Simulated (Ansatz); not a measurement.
Mg₂Pd, space group I4/mmm, a convergence test of the plane-wave cutoff

Computed with Ansatz 0.2.0 through its Python package.

Run as a notebook:

```python
import warnings

import ansatz as az
import matplotlib.pyplot as plt
```

```python
KMESH = (8, 8, 8)
FILLING = "cold"
SIGMA = 0.15
SCF_TOL = 1e-08
```

```python
warnings.simplefilter("ignore", az.DeckWarning)
```

```python
xtal = (
    az.Lattice.of((-1.6200259, 1.6200259, 5.04011328), (1.6200259, -1.6200259, 5.04011328), (1.6200259, 1.6200259, -5.04011328))
    .atom("Mg", (0.64721661, 0.64721661, 0.0))
    .atom("Mg", (0.35278339, 0.35278339, 0.0))
    .atom("Pd", (0.0, 0.0, 0.0))
)
```

```python
model = (
    xtal.calculation()
    .functional(az.Functional.LDA)
    .kpoints(mesh=KMESH, center="gamma")
    .occupations(FILLING, width=SIGMA)
    .eigensolver("auto")
    .scf(tolerance=SCF_TOL)
    .forces()
    .stress()
)

rows = []
for value in [250, 325, 400, 475, 550, 625]:
    data = model.basis(value).run(threads=1, backend="cpu").report
    rows.append((value, data["free_energy_ev"] / len(data["lattice"]["sites"]), data["n_iterations"], sum(data["stress_gpa"][i][i] for i in range(3)) / 3, max(abs(f) for row in data["forces_ev_ang"] for f in row), data["n_pw"]))

print(" cutoff (eV)   F/atom (eV)    iterations       P (GPa)  max component (eV/A)   plane waves")
for row in rows:
    print(f"{str(row[0]):>12s}  {row[1]:12.5f}  {row[2]:12d}  {row[3]:12.3f}  {row[4]:20.4f}  {row[5]:12d}")
```

     cutoff (eV)   F/atom (eV)    iterations       P (GPa)  max component (eV/A)   plane waves
             250   -3548.99933             8        -3.640                0.2161           461
             325   -3549.74838             8        -3.480                0.2113           723
             400   -3549.77306             8        -3.547                0.2136           965
             475   -3549.77344             8        -3.551                0.2140          1225
             550   -3549.77356             8        -3.552                0.2140          1575
             625   -3549.77368             8        -3.553                0.2141          1913

```python
# the last row is the reference
for row in rows[:-1]:
    shift = 1000 * (row[1] - rows[-1][1])
    print(f"{row[0]}: {shift:+.2f} meV/atom" + ("  (within 5 meV)" if abs(shift) < 5 else ""))
plt.figure(figsize=(4.5, 3))
plt.plot([str(row[0]) for row in rows], [1000 * (row[1] - rows[-1][1]) for row in rows], "o-")
plt.xlabel("cutoff (eV)")
plt.ylabel("F - F(last) (meV/atom)")
plt.tight_layout()
plt.savefig("ecut.png", dpi=100)
```

    250: +774.35 meV/atom
    325: +25.30 meV/atom
    400: +0.62 meV/atom  (within 5 meV)
    475: +0.24 meV/atom  (within 5 meV)
    550: +0.12 meV/atom  (within 5 meV)

From 400 eV on it stays within 5 meV an atom of the value at 625 eV; the first row (250 eV) is off by 774.3 meV and the last but one by 0.12 meV. The energy falls steadily, as expected when plane waves are added. The pressure moves from -3.64 to -3.55 GPa (the program's stress holds a Pulay correction, so it settles early).

The run is spin-unpolarised. The mesh is modest for a metal, so energies can be off by several to tens of meV an atom and pressures by half a GPa or more; differences at equal mesh fare better. The program warned that this SCF threshold is loose for forces or stresses. Pressure is positive in compression. The structure comes from a database of computed cells and needn't be a stable or known phase. Shifts are counted from the last row, which is itself no proven limit. The script silences the warnings on its input, which a real study should read. Finished in 20 s on 1 thread of Arm Neoverse V2 (shared host), peak memory 0.49 GiB.
